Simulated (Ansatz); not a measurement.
# Sr: the cost of one run

Program: Ansatz 0.2.0. Level of theory: DFT r2SCAN, scalar-relativistic, plane waves, PAW. These are calculated values, not measurements.

1 further run of the same task is left out (set aside as unsound or not needed).

### 1 The starting structure

Symmetry: I4_1/amd, No. 141, tetragonal system. The conventional cell has a = 7.413 Å, b = 7.413 Å, c = 4.042 Å, α = 90.00°, β = 90.00°, γ = 90.00°. Sr (site symmetry -4m2) is surrounded by 6 Sr at 3.84 to 4.04 Å.

As a file:

```cif
data_structure
_symmetry_space_group_name_H-M 'P 1'
_symmetry_Int_Tables_number 1
_cell_length_a 5.6177
_cell_length_b 5.6177
_cell_length_c 5.6177
_cell_angle_alpha 97.436
_cell_angle_beta 97.436
_cell_angle_gamma 137.832
_cell_volume 111.04
loop_
_atom_site_label
_atom_site_type_symbol
_atom_site_fract_x
_atom_site_fract_y
_atom_site_fract_z
_atom_site_occupancy
Sr1 Sr 0.75000 0.25000 0.50000 1
Sr2 Sr 0.00000 0.00000 0.00000 1
```

The structure comes from the Materials Project (structure only).

### 2 A distortion that keeps the symmetry

Against the listed cell: strain xx, yy, zz, yz, xz, xy = -2.7, -2.7, -5.7, +0.0, +0.0, +0.0 %.

input.yaml

```yaml
crystal:
  lattice:
    - [-3.6074726382, 3.6074726382, 1.9063331888]
    - [3.6074726382, -3.6074726382, 1.9063331888]
    - [3.6074726382, 3.6074726382, -1.9063331888]
  atoms:
    - { symbol: Sr, position: [0.75, 0.25, 0.5] }
    - { symbol: Sr, position: [0.0, 0.0, 0.0] }
basis:
  ecutwfc: 500
kpoints:
  mp_grid: { grid: [12, 12, 12] }
hamiltonian:
  xc: r2scan
scf:
  occupations: { method: gaussian, width: 0.1 }
output:
  forces: true
  stress: true
  eigenvalues: true
```

On the command line:

```bash
$ ansatz run input.yaml --threads 1 --pin off --max-ram 2560MiB --backend cpu --events-out ev --progress --plain --runs-dir out
```

What time and memory should one allow on 1 thread of an x86-64 CPU, shared host?

About 57 s, with a peak of 0.82 GiB.
